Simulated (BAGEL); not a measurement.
**TiH4O4 (SMILES O[Ti](O)(O)O): B3LYP/def2-SVP (density fitting with qzvpp-jkfit)**

What is the energy change on altering one bond length of TiH4O4 at B3LYP/def2-SVP (density fitting with qzvpp-jkfit)? 

The results are computed with BAGEL 1.2.2.

## (1) The molecule

TiH4O4: 9 atoms, total charge 0, spin state singlet. As SMILES, `O[Ti](O)(O)O`. The coordinates come from a PBE0-D4/def2-TZVP relaxation. This is one conformer, not always the lowest.

Bond lengths: O1–Ti2 1.801 Å, Ti2–O3 1.801 Å, Ti2–O4 1.801 Å, Ti2–O5 1.801 Å, O1–H6 0.958 Å, O3–H7 0.958 Å, O4–H8 0.958 Å, O5–H9 0.958 Å. Angles: O1–Ti2–O3 108.5°, O1–Ti2–O4 109.9°, O1–Ti2–O5 110.0°, O3–Ti2–O4 110.0°, O3–Ti2–O5 109.9°, O4–Ti2–O5 108.5°, Ti2–O1–H6 129.5°, Ti2–O3–H7 129.5°, Ti2–O4–H8 129.5°, Ti2–O5–H9 129.6°.

## (2) The energy at B3LYP/def2-SVP (density fitting with qzvpp-jkfit)

File input.json:

```json
{ "bagel" : [

{
  "title" : "molecule",
  "basis" : "svp",
  "df_basis" : "qzvpp-jkfit",
  "angstrom" : "true",
  "geometry" : [
    { "atom" : "O", "xyz" : [   -0.125250,    1.268390,   -1.272730 ] },
    { "atom" : "Ti", "xyz" : [    0.000070,    0.000090,   -0.000050 ] },
    { "atom" : "O", "xyz" : [    1.651710,   -0.715310,   -0.066120 ] },
    { "atom" : "O", "xyz" : [   -1.235630,   -1.279200,   -0.283830 ] },
    { "atom" : "O", "xyz" : [   -0.290490,    0.726280,    1.622320 ] },
    { "atom" : "H", "xyz" : [   -0.813470,    1.413950,   -1.922910 ] },
    { "atom" : "H", "xyz" : [    2.270980,   -0.885970,    0.644480 ] },
    { "atom" : "H", "xyz" : [   -1.123140,   -2.176250,   -0.600550 ] },
    { "atom" : "H", "xyz" : [   -0.334770,    1.648010,    1.879390 ] }
  ]
},
{
  "title" : "ks",
  "xc_func" : "b3lyp"
},
{
  "title" : "print",
  "file" : "orbitals.molden",
  "orbitals" : "true"
}

]}
```

Launch:

```
$ BAGEL_NUM_THREADS=1 BAGEL input.json > input.out
```

What it wrote:

```text
* using 1 threads per process

  ===============================================================
  ===============================================================

  *** Geometry ***

  { "atom" : "O", "xyz" : [     -0.236688,      2.396910,     -2.405111 ] },
  { "atom" : "Ti", "xyz" : [      0.000132,      0.000170,     -0.000094 ] },
  { "atom" : "O", "xyz" : [      3.121280,     -1.351740,     -0.124949 ] },
  { "atom" : "O", "xyz" : [     -2.335002,     -2.417338,     -0.536361 ] },
  { "atom" : "O", "xyz" : [     -0.548947,      1.372470,      3.065740 ] },
  { "atom" : "H", "xyz" : [     -1.537236,      2.671978,     -3.633773 ] },
  { "atom" : "H", "xyz" : [      4.291530,     -1.674241,      1.217891 ] },
  { "atom" : "H", "xyz" : [     -2.122427,     -4.112516,     -1.134875 ] },
  { "atom" : "H", "xyz" : [     -0.632624,      3.114288,      3.551532 ] },

  Number of auxiliary basis functions:      644

  Since a DF basis is specified, we compute 2- and 3-index integrals:
    o Being stored without compression. Storage requirement is 0.059 GB

  Number of basis functions:      107
  Number of electrons      :       58

    * METHOD: MOLECULE                             0.63

  *** Kohn-Sham DFT ***

    * Removing 16671 points whose weight is below 1.00e-10
    * Grid points: 117483

  === Nuclear Repulsion ===
   327.3350931368

       - DIIS with orbital gradients will be used.

  === KS iteration (b3lyp / svp) ===
      0      -1044.17252108          0.17579198           1.02
      1      -1088.80968645          0.17266809           0.95
      2      -1037.03641357          0.18471293           0.84
      3      -1148.11809293          0.06633158           0.86
      4      -1151.03074206          0.04336596           0.85
      5      -1152.62120596          0.00743954           0.89
      6      -1152.65167061          0.00274442           0.86
      7      -1152.65549328          0.00187932           0.84
      8      -1152.65838468          0.00017940           0.92
      9      -1152.65839525          0.00012775           0.97
     10      -1152.65840667          0.00002162           0.91
     11      -1152.65840701          0.00000854           0.83
     12      -1152.65840705          0.00000184           0.97
     13      -1152.65840705          0.00000261           0.87
     14      -1152.65840706          0.00000013           0.90
     15      -1152.65840706          0.00000008           0.83
     16      -1152.65840706          0.00000001           0.76
     17      -1152.65840706          0.00000000           0.73
    * SCF iteration converged.

    * Permanent dipole moment:
           (    0.000535,     0.000021,    -0.000590) a.u.

    * METHOD: KS                                  17.09

    * METHOD: PRINT                                0.05

  ===============================================================
```

It took 19 s on 1 thread of AMD EPYC 7R43 (Zen 3), shared host; peak memory 0.61 GiB.

## (3) The distorted shape

File job.json:

```json
{ "bagel" : [

{
  "title" : "molecule",
  "basis" : "svp",
  "df_basis" : "qzvpp-jkfit",
  "angstrom" : true,
  "geometry" : [
    { "atom" : "O", "xyz" : [   -0.187912,    1.902563,   -1.909093 ] },
    { "atom" : "Ti", "xyz" : [    0.000070,    0.000090,   -0.000050 ] },
    { "atom" : "O", "xyz" : [    1.651710,   -0.715310,   -0.066120 ] },
    { "atom" : "O", "xyz" : [   -1.235630,   -1.279200,   -0.283830 ] },
    { "atom" : "O", "xyz" : [   -0.290490,    0.726280,    1.622320 ] },
    { "atom" : "H", "xyz" : [   -0.876132,    2.048123,   -2.559273 ] },
    { "atom" : "H", "xyz" : [    2.270980,   -0.885970,    0.644480 ] },
    { "atom" : "H", "xyz" : [   -1.123140,   -2.176250,   -0.600550 ] },
    { "atom" : "H", "xyz" : [   -0.334770,    1.648010,    1.879390 ] }
  ]
},
{ "title" : "ks", "xc_func" : "b3lyp" },
{ "title" : "print", "file" : "orbitals.molden", "orbitals" : true }

]}
```

Launch:

```
$ BAGEL_NUM_THREADS=1 BAGEL job.json > job.out
```

What it wrote:

```text
* using 1 threads per process

  ===============================================================
  ===============================================================

  *** Geometry ***

  { "atom" : "O", "xyz" : [     -0.355102,      3.595323,     -3.607663 ] },
  { "atom" : "Ti", "xyz" : [      0.000132,      0.000170,     -0.000094 ] },
  { "atom" : "O", "xyz" : [      3.121280,     -1.351740,     -0.124949 ] },
  { "atom" : "O", "xyz" : [     -2.335002,     -2.417338,     -0.536361 ] },
  { "atom" : "O", "xyz" : [     -0.548947,      1.372470,      3.065740 ] },
  { "atom" : "H", "xyz" : [     -1.655650,      3.870392,     -4.836325 ] },
  { "atom" : "H", "xyz" : [      4.291530,     -1.674241,      1.217891 ] },
  { "atom" : "H", "xyz" : [     -2.122427,     -4.112516,     -1.134875 ] },
  { "atom" : "H", "xyz" : [     -0.632624,      3.114288,      3.551532 ] },

  Number of auxiliary basis functions:      644

  Since a DF basis is specified, we compute 2- and 3-index integrals:
    o Being stored without compression. Storage requirement is 0.059 GB

  Number of basis functions:      107
  Number of electrons      :       58

    * METHOD: MOLECULE                             0.48

  *** Kohn-Sham DFT ***

    * Removing 15600 points whose weight is below 1.00e-10
    * Grid points: 118554

  === Nuclear Repulsion ===
   300.3927873006

       - DIIS with orbital gradients will be used.

  === KS iteration (b3lyp / svp) ===
      0      -1069.07750812          0.15904102           0.77
      1       -920.60248232          0.15499028           0.62
      2      -1035.80086394          0.12178801           0.66
      3      -1129.59454835          0.04954741           0.65
      4      -1076.30526403          0.19988690           0.66
      5      -1100.79336824          0.12167535           0.64
      6      -1118.45220108          0.11792154           0.65
      7      -1093.19568489          0.14224126           0.64
      8      -1110.61051559          0.13036350           0.64
      9      -1109.21239664          0.11640378           0.67
     10      -1123.93701749          0.08902153           0.65
     11      -1142.59138166          0.07077444           0.66
     12      -1148.40763997          0.04987779           0.67
     13      -1151.44107193          0.03461226           0.66
     14      -1152.19439271          0.01875425           0.66
     15      -1152.05655108          0.02219275           0.66
     16      -1147.95646363          0.07209729           0.65
     17      -1151.81030399          0.03422829           0.64
     18      -1149.20878723          0.06604806           0.65
     19      -1149.73950987          0.06187394           0.68
     20      -1152.31704330          0.01855139           0.72
     21      -1152.19684334          0.02047958           0.79
     22      -1152.51051874          0.00662536           0.75
     23      -1152.53672374          0.00249288           0.81
     24      -1152.54111262          0.00088783           0.79
     25      -1152.54151919          0.00049595           0.80
     26      -1152.54168193          0.00015367           0.86
     27      -1152.54169207          0.00012104           0.86
     28      -1152.54170648          0.00002649           0.83
     29      -1152.54170697          0.00001234           0.81
     30      -1152.54170708          0.00000684           0.84
     31      -1152.54170711          0.00000519           0.82
     32      -1152.54170713          0.00000429           0.85
     33      -1152.54170714          0.00000079           0.83
     34      -1152.54170714          0.00000144           0.77
     35      -1152.54170715          0.00000074           0.80
     36      -1152.54170715          0.00000049           0.81
     37      -1152.54170715          0.00000042           0.81
     38      -1152.54170715          0.00000021           0.80
     39      -1152.54170715          0.00000013           0.79
     40      -1152.54170715          0.00000006           0.79
     41      -1152.54170715          0.00000011           0.84
     42      -1152.54170715          0.00000003           0.80
     43      -1152.54170715          0.00000003           0.77
     44      -1152.54170715          0.00000001           0.80
     45      -1152.54170715          0.00000001           0.75
     46      -1152.54170715          0.00000000           0.83
    * SCF iteration converged.

    * Permanent dipole moment:
           (   -0.232355,     1.007611,    -1.089184) a.u.

    * METHOD: KS                                  35.81

    * METHOD: PRINT                                0.06

  ===============================================================
```

Run time: 37 s. Hardware: 1 thread of AMD EPYC 7R43 (Zen 3), shared host; peak memory 0.62 GiB.

## (4) What came out

Level: B3LYP/def2-SVP (density fitting with qzvpp-jkfit).

```
                                                          quantity           value
                                         first shape: total energy  -1152.65841 Eh
                                        first shape: dipole moment          0.00 D
                                          first shape: HOMO energy        -8.22 eV
                                          first shape: LUMO energy        -1.08 eV
                                        first shape: HOMO–LUMO gap         7.14 eV
                                     distorted shape: total energy  -1152.54171 Eh
                                    distorted shape: dipole moment          3.82 D
                                      distorted shape: HOMO energy        -5.52 eV
                                      distorted shape: LUMO energy        -2.69 eV
                                    distorted shape: HOMO–LUMO gap         2.83 eV
energy change with the O1–Ti2 bond stretched from 1.801 to 2.702 Å        3.176 eV
```

With the O1–Ti2 bond stretched from 1.801 to 2.702 Å the energy rises by 3.18 eV (73 kcal/mol). The first shape isn't relaxed at this level, so the change isn't measured from a minimum. A restricted reference can't describe the breaking bond well at this length.
